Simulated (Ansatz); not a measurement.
# MoO2(NH2)2 (H₄MoN₂O₂): structure and electronic state

Aim: characterise MoO2(NH2)2 (H₄MoN₂O₂) as a singlet: its structure, frontier levels and distribution of charge.

Method: RKS PBE0-D4/def2-TZVP; program: Ansatz 0.2.0, Gaussian basis.

Plan: relaxation at PBE0-D4/def2-SVP; a search for the lowest solution at PBE0-D4/def2-SVP; a single point at PBE0-D4/def2-TZVP; harmonic vibrations at PBE0-D4/def2-SVP.

3 further runs of the same task are left out: 3 set aside as unsound or not needed.

## (1) The starting structure

9 atoms, charge 0, spin multiplicity 1.

Atoms are counted from 1 here; the program's logs count them from 0.

Bond lengths: Mo1–O2 1.639 Å, Mo1–O3 1.638 Å, Mo1–N4 1.909 Å, Mo1–N7 1.909 Å, N4–H5 1.020 Å, N4–H6 1.020 Å, N7–H8 1.020 Å, N7–H9 1.020 Å. Angles: O2–Mo1–O3 123.8°, O2–Mo1–N4 106.3°, O2–Mo1–N7 106.2°, O3–Mo1–N4 106.3°, O3–Mo1–N7 106.3°, N4–Mo1–N7 106.9°, Mo1–N4–H5 125.7°, Mo1–N4–H6 125.5°, H5–N4–H6 107.9°, Mo1–N7–H8 125.5°, Mo1–N7–H9 125.7°, H8–N7–H9 108.0°.

Geometry (Å):

```mol
H4MoN2O2
  3D, bonds by distance, orders not assigned

  9  8  0  0  0  0  0  0  0  0999 V2000
    0.5869    0.0009    0.4038 Mo  0  0
    0.4002    0.0038    2.0318 O   0  0
    2.0431   -0.0010   -0.3468 O   0  0
   -0.3489    1.5330   -0.2449 N   0  0
   -0.1149    2.0624   -1.0848 H   0  0
   -1.0513    2.0608    0.2733 H   0  0
   -0.3489   -1.5341   -0.2379 N   0  0
   -1.0501   -2.0612    0.2828 H   0  0
   -0.1161   -2.0646   -1.0773 H   0  0
  1  2  8  0
  1  3  8  0
  1  4  8  0
  1  7  8  0
  4  5  8  0
  4  6  8  0
  7  8  8  0
  7  9  8  0
M  END
```

Formally the metal is d0. Mo takes a core potential in the def2 sets. No spin-orbit coupling is included.

The start is a GFN2-xTB geometry.

## (2) Relaxation at PBE0-D4/def2-SVP

Contents of in.yaml:

```yaml
crystal:
  periodic: [false, false, false]
  atoms:
    - {symbol: Mo, position_ang: [0.586890, 0.000920, 0.403790]}
    - {symbol: O, position_ang: [0.400240, 0.003780, 2.031850]}
    - {symbol: O, position_ang: [2.043120, -0.000990, -0.346800]}
    - {symbol: N, position_ang: [-0.348870, 1.533030, -0.244940]}
    - {symbol: H, position_ang: [-0.114880, 2.062400, -1.084830]}
    - {symbol: H, position_ang: [-1.051320, 2.060750, 0.273330]}
    - {symbol: N, position_ang: [-0.348930, -1.534090, -0.237850]}
    - {symbol: H, position_ang: [-1.050130, -2.061240, 0.282780]}
    - {symbol: H, position_ang: [-0.116120, -2.064560, -1.077320]}
basis:
  gaussian: {orbitals: def2-SVP}
hamiltonian: {xc: pbe0, dispersion: d4}
scf: {omitted_lower_state_checks: [starts]}
output: {orbitals: {seedname: orbitals}}
relax: {f_tol: 0.02, max_steps: 100}
```

Started as:

```sh
ansatz run in.yaml --threads 2 --pin off --events-out ev --progress --plain --max-ram 4352MiB
```

Output, cut to the lines that bear on the results:

```text
Functional definition: PBE0
  name "PBE0"
  cite "Adamo & Barone, J. Chem. Phys. 110, 6158 (1999) doi:10.1063/1.478522"
  cite "Perdew, Burke & Ernzerhof, Phys. Rev. Lett. 77, 3865 (1996) doi:10.1103/PhysRevLett.77.3865"
  parent pbe
[...]
1190 factors; integrals over basis functions are off by at most 1.8e-4 eV
[...]
mean field -8984.72344263 eV, -330.1824964524 hartree, gradient 1.3e-5 eV, S^2 0.000000; 0 other end points of the search recorded, 0 dependent functions left out
[...]
reference -8984.72349785 eV, -330.1824984818 hartree; 24, 24 occupied and 83, 83 virtual orbitals, 1190 factors
relax step   1: F+E_penalty+E_count = -8984.91265827 eV  Δ(F+E_penalty+E_count) = +0.000e0 eV  max|allowed force component| = 3.646e0 eV/Å  Δτ_max = 0.0000 Å  (30 SCF iters, accepted)
[...]
relax step   4: F+E_penalty+E_count = -8985.20382185 eV  Δ(F+E_penalty+E_count) = -2.129e-3 eV  max|allowed force component| = 8.402e-2 eV/Å  Δτ_max = 0.0078 Å  (36 SCF iters, accepted)
[...]
relax step   5: F+E_penalty+E_count = -8985.20399194 eV  Δ(F+E_penalty+E_count) = -1.701e-4 eV  max|allowed force component| = 2.259e-3 eV/Å  Δτ_max = 0.0026 Å  (28 SCF iters, accepted)
[...]
1190 factors; integrals over basis functions are off by at most 1.8e-4 eV
mean field -8985.01858544 eV, -330.1933427506 hartree, gradient 1.0e-5 eV, S^2 0.000000; 0 other end points of the search recorded, 0 dependent functions left out
[...]
reference -8985.01864166 eV, -330.1933448166 hartree; 24, 24 occupied and 83, 83 virtual orbitals, 1190 factors
Total energy: -8985.20404817 eV, -330.2001583800 hartree
Atom 0 at     0.538075     0.000745     0.370950 Å, force    -0.002093    -0.000058    -0.001970 eV/Å
Atom 1 at     0.481739     0.004022     2.051472 Å, force    -0.002094     0.000050     0.000914 eV/Å
Atom 2 at     2.088826    -0.000472    -0.279061 Å, force    -0.000028    -0.000033    -0.002259 eV/Å
Atom 3 at    -0.358306     1.591808    -0.250299 Å, force    -0.000637     0.002126     0.000345 eV/Å
Atom 4 at    -0.121511     2.082939    -1.107327 Å, force     0.001852    -0.001992     0.000054 eV/Å
Atom 5 at    -1.074549     2.085193     0.274453 Å, force     0.000832    -0.001749     0.001334 eV/Å
Atom 6 at    -0.358300    -1.592796    -0.243928 Å, force    -0.000366    -0.002067     0.000039 eV/Å
Atom 7 at    -1.074203    -2.084372     0.282975 Å, force     0.000727     0.001790     0.001381 eV/Å
Atom 8 at    -0.121771    -2.087067    -1.099225 Å, force     0.001807     0.001933     0.000162 eV/Å
Dipole moment:    -0.730461    -0.001009    -0.503622 e Å
Checks for a lower state left out: starts
```

It took 20 s on 2 threads of Arm Neoverse V1, shared host.

Step by step:

```
step  energy from step 1 (eV)  largest force component (eV/Å)
   1                   0.0000                          3.6464
   2                  -0.2726                          0.2783
   3                  -0.2890                          0.2178
   4                  -0.2912                          0.0840
   5                  -0.2913                          0.0023
```

Close pairs (by a distance rule), those that changed most:

```
  bond  before (Å)  after (Å)  change (Å)
Mo1–O3       1.638      1.681      +0.043
Mo1–O2       1.639      1.681      +0.043
Mo1–N7       1.909      1.929      +0.020
Mo1–N4       1.909      1.929      +0.020
 N7–H8       1.020      1.016      -0.004
 N4–H6       1.020      1.016      -0.004
 N4–H5       1.020      1.016      -0.004
 N7–H9       1.020      1.016      -0.004
```

Bonds by kind at the end (by distance):

```
bond  count  shortest (Å)  longest (Å)
Mo–O      2         1.681        1.681
Mo–N      2         1.929        1.929
 H–N      4         1.016        1.016
```

## (3) Searching for the lowest solution, PBE0-D4/def2-SVP

start.molden holds the orbitals of an earlier run on this state, given as this run's starting guess.

Contents of in.yaml:

```yaml
crystal:
  periodic: [false, false, false]
  atoms:
    - {symbol: Mo, position_ang: [0.538075, 0.000745, 0.370950]}
    - {symbol: O, position_ang: [0.481739, 0.004022, 2.051472]}
    - {symbol: O, position_ang: [2.088826, -0.000472, -0.279061]}
    - {symbol: N, position_ang: [-0.358306, 1.591808, -0.250299]}
    - {symbol: H, position_ang: [-0.121511, 2.082939, -1.107327]}
    - {symbol: H, position_ang: [-1.074549, 2.085193, 0.274453]}
    - {symbol: N, position_ang: [-0.358300, -1.592796, -0.243928]}
    - {symbol: H, position_ang: [-1.074203, -2.084372, 0.282975]}
    - {symbol: H, position_ang: [-0.121771, -2.087067, -1.099225]}
basis:
  gaussian: {orbitals: def2-SVP, initial_orbitals: start.molden}
hamiltonian: {xc: pbe0, dispersion: d4}
output: {orbitals: {seedname: orbitals}}
```

Same command.

Output:

```text
Functional definition: PBE0
  name "PBE0"
  cite "Adamo & Barone, J. Chem. Phys. 110, 6158 (1999) doi:10.1063/1.478522"
  cite "Perdew, Burke & Ernzerhof, Phys. Rev. Lett. 77, 3865 (1996) doi:10.1103/PhysRevLett.77.3865"
  parent pbe
  parameter a = 0.25
  parameter kappa = 0.804
  parameter beta = 0.06672455060314922
  exchange = (1 - a)*pbe_x(kappa = kappa, mu = beta*pi^2/3) + a*exact_x
  correlation = pbe_c(beta = beta)
1204 factors; their error is unknown
mean field evaluation 1: about -8984.9901 eV, gradient 2.2e-1 eV
mean field evaluation 2: about -8985.0182 eV, gradient 5.4e-4 eV
mean field evaluation 4: about -8985.0182 eV, gradient 1.5e-5 eV
mean field evaluation 8: about -8984.3400 eV, gradient 1.8e1 eV
mean field evaluation 16: about -8985.0182 eV, gradient 1.4e-1 eV
mean field -8985.01820975 eV, -330.1933289442 hartree, gradient 1.5e-5 eV, S^2 0.000000; 1 other end points of the search recorded, 0 dependent functions left out
reference -8985.01826597 eV, -330.1933310103 hartree; 24, 24 occupied and 83, 83 virtual orbitals, 1204 factors
Total energy: -8985.20367250 eV, -330.2001445745 hartree
```

Wall time 2.8 s (2 threads of Arm Neoverse V1, shared host).

From the report: HOMO -7.55 eV, LUMO -1.66 eV.

## (4) Single point, PBE0-D4/def2-TZVP

in.yaml, as its differences from that of step 3:

```diff
@@ -13,4 +13,5 @@
 basis:
-  gaussian: {orbitals: def2-SVP, initial_orbitals: start.molden}
+  gaussian: {orbitals: def2-TZVP, initial_orbitals: start.molden}
 hamiltonian: {xc: pbe0, dispersion: d4}
-output: {orbitals: {seedname: orbitals}}
+scf: {omitted_lower_state_checks: [starts]}
+output: {forces: true, orbitals: {seedname: orbitals}}
```

Same command.

Output, cut to the lines that bear on the results:

```text
Functional definition: PBE0
  name "PBE0"
  cite "Adamo & Barone, J. Chem. Phys. 110, 6158 (1999) doi:10.1063/1.478522"
  cite "Perdew, Burke & Ernzerhof, Phys. Rev. Lett. 77, 3865 (1996) doi:10.1103/PhysRevLett.77.3865"
  parent pbe
[...]
1166 factors; their error is unknown
[...]
mean field -8994.14252847 eV, -330.5286414725 hartree, gradient 1.7e-5 eV, S^2 0.000000; 0 other end points of the search recorded, 0 dependent functions left out
[...]
reference -8994.14258060 eV, -330.5286433884 hartree; 24, 24 occupied and 164, 164 virtual orbitals, 1166 factors
Total energy: -8994.32798713 eV, -330.5354569526 hartree
Atom 0 at     0.538075     0.000745     0.370950 Å, force    -0.100344    -0.000179    -0.069755 eV/Å
Atom 1 at     0.481739     0.004022     2.051472 Å, force     0.029418     0.000273     0.117032 eV/Å
Atom 2 at     2.088826    -0.000472    -0.279061 Å, force     0.119692    -0.000054    -0.014070 eV/Å
Atom 3 at    -0.358306     1.591808    -0.250299 Å, force    -0.205713     0.384273    -0.141747 eV/Å
Atom 4 at    -0.121511     2.082939    -1.107327 Å, force    -0.058082    -0.169036     0.278298 eV/Å
Atom 5 at    -1.074549     2.085193     0.274453 Å, force     0.239352    -0.169471    -0.153172 eV/Å
Atom 6 at    -0.358300    -1.592796    -0.243928 Å, force    -0.205435    -0.384769    -0.140501 eV/Å
Atom 7 at    -1.074203    -2.084372     0.282975 Å, force     0.239154     0.168991    -0.153856 eV/Å
Atom 8 at    -0.121771    -2.087067    -1.099225 Å, force    -0.058042     0.169972     0.277771 eV/Å
Dipole moment:    -0.707159    -0.000977    -0.487557 e Å
Checks for a lower state left out: starts
```

It took 5.5 s on 2 threads of Arm Neoverse V1, shared host.

Report: HOMO -7.66 eV, LUMO -1.76 eV.

Mulliken charges, from this run's orbitals:

```
atom  value (e)
 Mo1       1.72
  O2      -0.58
  O3      -0.58
  N4      -0.82
  H5       0.27
  H6       0.27
  N7      -0.82
  H8       0.27
  H9       0.27
```

Largest Mayer bond orders: Mo1–O2 1.89; Mo1–O3 1.89; Mo1–N4 0.95; Mo1–N7 0.95; N4–H5 0.91; N4–H6 0.91; N7–H8 0.91; N7–H9 0.91; O2–O3 0.18.

The fields below are evaluated on a grid from the run's orbitals.

Frontier orbitals at PBE0-D4/def2-TZVP, with the share of their density that lies nearest to each atom:

```
orbital  energy (eV)                                         lies on
 HOMO-1        -8.62  N4, N7 about 22 % each; O2, O3 about 19 % each
   HOMO        -7.66                          N4, N7 about 36 % each
   LUMO        -1.76                Mo1 54 %; O2, O3 about 18 % each
```

ELF in a plane through or near 3 of the atoms.

Ten even steps from '0' (0.00) to '9' (0.88):
```
0000000000000000000000000000
0000000000000000000000000000
0000000000000000000000000000
0000000000000000000000000000
0000000000000000000000000000
0000000000000110000000000000
0000000100001331000010000000
0000023543137887203453200000
0000135888349208438885310000
0000135899846885489985310000
0000035853783444892685200000
0000025754897117994575200000
0000013678998217998763100000
0000001346775005776431000000
0000000113442002443110000000
0000000001110000111000000000
0000000000000000000000000000
0000000000000000000000000000
0000000000000000000000000000
0000000000000000000000000000
```
The map spans 9.4 Å across and 8.3 Å up, centred on the molecule. Atoms in the plane (x, y in Å): Mo1 (0.0, 0.7), N4 (-1.6, -0.4), N7 (1.6, -0.4).

On the surface of density 0.002 e/bohr³ the electrostatic potential runs, from the 1st to the 99th percentile, from -1.42 V near O2 to 2.11 V near H6.

## (5) Vibrations by finite differences

in.yaml, as its differences from that of step 4:

```diff
@@ -13,5 +13,5 @@
 basis:
-  gaussian: {orbitals: def2-TZVP, initial_orbitals: start.molden}
+  gaussian: {orbitals: def2-SVP}
 hamiltonian: {xc: pbe0, dispersion: d4}
 scf: {omitted_lower_state_checks: [starts]}
-output: {forces: true, orbitals: {seedname: orbitals}}
+phonons: {temperatures: {t_min: 298.15, t_max: 900, t_step: 200}}
```

Launched as before.

Output, cut to the lines that bear on the results:

```text
Functional definition: PBE0
  name "PBE0"
  cite "Adamo & Barone, J. Chem. Phys. 110, 6158 (1999) doi:10.1063/1.478522"
  cite "Perdew, Burke & Ernzerhof, Phys. Rev. Lett. 77, 3865 (1996) doi:10.1103/PhysRevLett.77.3865"
  parent pbe
[...]
1190 factors; integrals over basis functions are off by at most 2.0e-4 eV
[...]
mean field -8985.01858555 eV, -330.1933427545 hartree, gradient 4.5e-5 eV, S^2 0.000000; 0 other end points of the search recorded, 0 dependent functions left out
[...]
reference -8985.01864177 eV, -330.1933448206 hartree; 24, 24 occupied and 83, 83 virtual orbitals, 1190 factors
[...]
1190 factors; integrals over basis functions are off by at most 2.0e-4 eV
mean field -8985.01835968 eV, -330.1933344541 hartree, gradient 2.3e-6 eV, S^2 0.000000; 0 other end points of the search recorded, 0 dependent functions left out
[...]
Atom 2 at     2.088826    -0.000472    -0.279061 Å, force    -0.000020    -0.000033    -0.002257 eV/Å
Atom 3 at    -0.358306     1.591808    -0.250299 Å, force    -0.000662     0.002140     0.000357 eV/Å
Atom 4 at    -0.121511     2.082939    -1.107327 Å, force     0.001854    -0.001992     0.000053 eV/Å
Atom 5 at    -1.074549     2.085193     0.274453 Å, force     0.000851    -0.001763     0.001323 eV/Å
Atom 6 at    -0.358300    -1.592796    -0.243928 Å, force    -0.000391    -0.002067     0.000075 eV/Å
Atom 7 at    -1.074203    -2.084372     0.282975 Å, force     0.000734     0.001794     0.001373 eV/Å
Atom 8 at    -0.121771    -2.087067    -1.099225 Å, force     0.001814     0.001919     0.000138 eV/Å
Dipole moment:    -0.730461    -0.001010    -0.503622 e Å
Vibrations: 162.17 224.88 226.02 257.11 313.04 332.91 349.27 419.03 441.59 633.62 641.39 721.06 721.32 1039.66 1055.92 1500.57 1505.30 3587.32 3591.74 3697.95 3698.13 cm⁻¹, zero-point energy 1.557242 eV
Checks for a lower state left out: starts
```

Wall time 2 min (2 threads of Arm Neoverse V1, shared host).

Motions are named by where the mode's potential energy lies. The modes, unscaled (a negative number is an imaginary wavenumber):

```
mode  cm⁻¹             motion
   1   162  torsion with bend
   2   225               bend
   3   226  torsion with bend
   4   257  bend with torsion
   5   313  torsion with bend
   6   333  torsion with bend
   7   349            torsion
   8   419            torsion
   9   442            torsion
  10   634               bend
  11   641               bend
  12   721       Mo–N stretch
  13   721       Mo–N stretch
  14  1040       Mo–O stretch
  15  1056       Mo–O stretch
  16  1501               bend
  17  1505               bend
  18  3587        N–H stretch
  19  3592        N–H stretch
  20  3698        N–H stretch
  21  3698        N–H stretch
```

## (6) What came out

```
                                         quantity                             value
                                      point group                               C2v
                     near neighbours of the metal  O 1.68, O 1.68, N 1.93, N 1.93 Å
                  HOMO, LUMO at PBE0-D4/def2-TZVP                   -7.66, -1.76 eV
charge on the metal (Mulliken, PBE0-D4/def2-TZVP)                           +1.72 e
                       dipole at PBE0-D4/def2-SVP                            4.26 D
                       lowest, highest wavenumber                    162, 3698 cm⁻¹
```

The molecule keeps its bonding pattern by the stored test; the atoms moved 0.06 Å (rms). The metal has 4 near neighbours by the distance rule, from 1.68 to 1.93 Å. The Mulliken charge of the metal, +1.72 e, depends on the basis and isn't its oxidation state. All wavenumbers are real: a minimum at this level. The HOMO lies nearest to N4, N7 about 36 % each and the LUMO to Mo1 54 %; O2, O3 about 18 % each. Whether this spin is the lowest isn't tested here.
